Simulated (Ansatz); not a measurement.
**ClFGaHS: taking an electron away**

The task here is to estimate one member of a computed series from the others.

Computed with Ansatz 0.2.0, Gaussian basis. Level: unrestricted cation, the program's frozen cores in correlated methods.

Plan: UKS PBE-D4/def2-TZVPP; UKS r2SCAN-D4/def2-TZVPP; UKS PBE0-D4/def2-TZVPP; UKS B3LYP-D4/def2-TZVPP; UKS wB97X-V/def2-TZVPP; UKS wB97M-V/def2-TZVPP; UKS B2PLYP/def2-TZVPP; UHF-CCSD(T)/def2-TZVPP; UHF-CCSD(T)/def2-QZVPP; extrapolation to the limit; then −ε(HOMO) from the neutral's earlier runs with LDA (SPW92), PBE-D4, revPBE-D4, BLYP-D4, r2SCAN-D4, B97M-V, PBE0-D4, B3LYP-D4, r2SCANh-D4, r2SCAN0-D4, HSE06-D4, BHLYP-D4, CAM-B3LYP-D4, LC-ωPBE, ωB97X-V, ωB97M-V.

### Structure used throughout

The geometry comes from an earlier relaxation with PBE0-D4 in a triple-zeta def2 set; it is a stationary point.

SMILES `[F][Ga]([SH])[Cl]`, 5 atoms, charge 0, spin multiplicity 1.

Atoms are counted from 1 here; the program's logs count them from 0.

Bond lengths: F1–Ga2 1.743 Å, Ga2–S3 2.169 Å, Ga2–Cl4 2.114 Å, S3–H5 1.345 Å. Angles: F1–Ga2–S3 119.1°, F1–Ga2–Cl4 116.8°, S3–Ga2–Cl4 124.1°, Ga2–S3–H5 91.7°.

The first run:

Input file in.yaml:

```yaml
crystal:
  periodic: [false, false, false]
  atoms:
    - {symbol: F, position_ang: [-0.245033, -1.455420, 1.124381]}
    - {symbol: Ga, position_ang: [-0.430568, -0.260800, -0.131347]}
    - {symbol: S, position_ang: [1.079992, 1.280021, -0.354120]}
    - {symbol: Cl, position_ang: [-2.148363, -0.422545, -1.353690]}
    - {symbol: H, position_ang: [1.793771, 0.784945, 0.673377]}
basis:
  gaussian: {orbitals: def2-TZVPP}
total_charge: 1
magnetization: {spin_polarized: true, initial_magnetization: 1}
hamiltonian: {xc: pbe, dispersion: d4}
```

On the command line:

```sh
ansatz run in.yaml --threads 2 --pin off --events-out ev --progress --plain --max-ram 32768MiB --backend cpu
```

Among the steps run: Cation, UKS PBE-D4/def2-TZVPP; Cation, UKS r2SCAN-D4/def2-TZVPP; Cation, UKS PBE0-D4/def2-TZVPP; Cation, UKS B3LYP-D4/def2-TZVPP; Cation, UKS wB97X-V/def2-TZVPP; Cation, UKS wB97M-V/def2-TZVPP; Cation, UKS B2PLYP (frozen core)/def2-TZVPP; Cation, UHF-CCSD(T)/def2-TZVPP; Cation, UHF-CCSD(T)/def2-QZVPP.

One of the session's tables, all rows but one given; the rest of the session is left out.

It belongs to the step «Ionisation energies side by side». Orbital estimates, from the neutral's runs:

```
  functional  −ε(HOMO) (eV)
 LDA (SPW92)           7.37
      PBE-D4           7.20
   revPBE-D4           7.14
     BLYP-D4           7.03
   r2SCAN-D4           7.52
      B97M-V           7.56
     PBE0-D4              ?
    B3LYP-D4           8.20
  r2SCANh-D4           7.98
  r2SCAN0-D4           8.67
    HSE06-D4           8.06
    BHLYP-D4           9.55
CAM-B3LYP-D4           9.79
     LC-ωPBE          11.21
     ωB97X-V          10.83
     ωB97M-V          10.65
```

Estimate the missing values for PBE0-D4.

The run gave: −ε(HOMO) (eV): 8.46. In the column «−ε(HOMO) (eV)» it lies between B3LYP-D4 (8.20) and r2SCAN0-D4 (8.67).
